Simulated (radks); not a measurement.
# Excited configurations of Gd³⁺

One table from this session's results is given with a row withheld; the runs are named, their logs left out.

Method: scalar-relativistic Kohn-Sham, SCAN, spin-polarised, spherical densities, finite nucleus; open shells are filled with parallel spins first. Code: radks (a radial shooting solver on a logarithmic mesh, Libxc functionals) version 1.

## Starting point

```
element            : gadolinium (Z = 64)
charge             : +3
electrons          : 61
configuration      : [Xe] 4f7
nuclear rms radius : 5.1569 fm
```

Outer shells as boxes (Hund's rule):

Gd³⁺
```
[Xe] core
4f [↑ ][↑ ][↑ ][↑ ][↑ ][↑ ][↑ ]
```

Set-up of the first run:

Settings of this run:

```text
Z 64
configuration [Xe] 4f7
relativity scalar-relativistic
functional scan,scan
spin polarised
nucleus finite rms 5.1569 fm
c 137.035999084
```

Among the steps run: Ground configuration: [Xe] 4f7.

One table of the session follows, with a row left open; its other results are not shown here.

It belongs to the step «Ground configuration: [Xe] 4f7». From the orbitals of this run (lengths in bohr):

| level | <r> | outermost maximum (interpolated) | 90 % within | nodes |
| --- | --- | --- | --- | --- |
| 4d up | 0.6355 | 0.559 | 0.954 | 1 |
| 4d down | 0.6380 | 0.559 | 0.959 | 1 |
| 5s up | ? | ? | ? | ? |
| 5s down | 1.347 | 1.21 | 1.94 | 4 |
| 5p up | 1.516 | 1.34 | 2.20 | 3 |
| 5p down | 1.550 | 1.36 | 2.25 | 3 |
| 4f up | 0.8370 | 0.566 | 1.42 | 0 |
| 4f down | 0.8863 | 0.571 | 1.54 | 0 |

Estimate the missing values for 5s up.

**Answer.** <r>: 1.314; outermost maximum (interpolated): 1.18; 90 % within: 1.89; nodes: 4. In the column «<r>» it lies between 4f down (0.8863) and 5s down (1.347).

Limits of these values: Open shells are spherical and high-spin; term and fine-structure splittings are not resolved.
